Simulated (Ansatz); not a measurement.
Working through a rigid scan of one bond angle of C₂H₄SSe, SMILES C=C(S)[SeH]

Computed with the Ansatz DFT code, driven from Python.

Notebook, run cell by cell (the value of a cell's last expression is shown):

In [1]:
```python
import ansatz as az
from ase import Atoms

atoms = Atoms(["C", "C", "S", "Se", "H", "H", "H", "H"], positions=[
    (-0.1856, 1.058, -0.4648),
    (-0.1399, 0.0746, 0.3689),
    (1.281, -0.1047, 1.3924),
    (-1.4747, -1.2081, 0.4853),
    (0.5633, 1.8309, -0.5665),
    (-1.1112, 1.2314, -1.1071),
    (1.9987, -0.8857, 0.4422),
    (-0.8394, -2.0536, -0.6062),
])
```

In [2]:
```python
# start the scan from a relaxed geometry
first = (
    az.Crystal.molecule_from_ase(atoms).calculation()
    .basis(gaussian="def2-SVP")
    .functional("R2SCAN0")
    .relax(force_tolerance=0.02, max_steps=80)
)
atoms.positions = first.run(threads=1, pin="off").report["positions_ang"]
```

In [3]:
```python
rows = []
for angle in [90, 100, 110, 120, 135, 150, 165, 179]:
    bent = atoms.copy()
    bent.set_angle(1, 2, 6, angle, indices=[6])
    base = (
        az.Crystal.molecule_from_ase(bent).calculation()
        .basis(gaussian="def2-SVP")  # the orbital basis, by name
        .functional("R2SCAN0")
    )
    rows.append((angle, base.run(threads=1, pin="off").report["free_energy_ev"]))
floor = min(e for _, e in rows)
for angle, e in rows:
    print(f"angle C1-S2-H6 = {angle:3d} deg   {1000 * (e - floor):9.1f} meV")
```
```text
angle C1-S2-H6 =  90 deg        31.3 meV
angle C1-S2-H6 = 100 deg         0.0 meV
angle C1-S2-H6 = 110 deg       135.2 meV
angle C1-S2-H6 = 120 deg       417.5 meV
angle C1-S2-H6 = 135 deg      1070.9 meV
angle C1-S2-H6 = 150 deg      1908.1 meV
angle C1-S2-H6 = 165 deg      2720.5 meV
angle C1-S2-H6 = 179 deg      3119.6 meV
```

The scan is rigid, and the energies are electronic, in a modest basis. The zero is the lowest point of the grid, which needn't be the minimum. The whole script took 3.9 min on 1 thread of Arm Neoverse V1, with other jobs on the host, peak memory 0.31 GiB.

(Lines on the test bed's own set-up are left out of the output.)
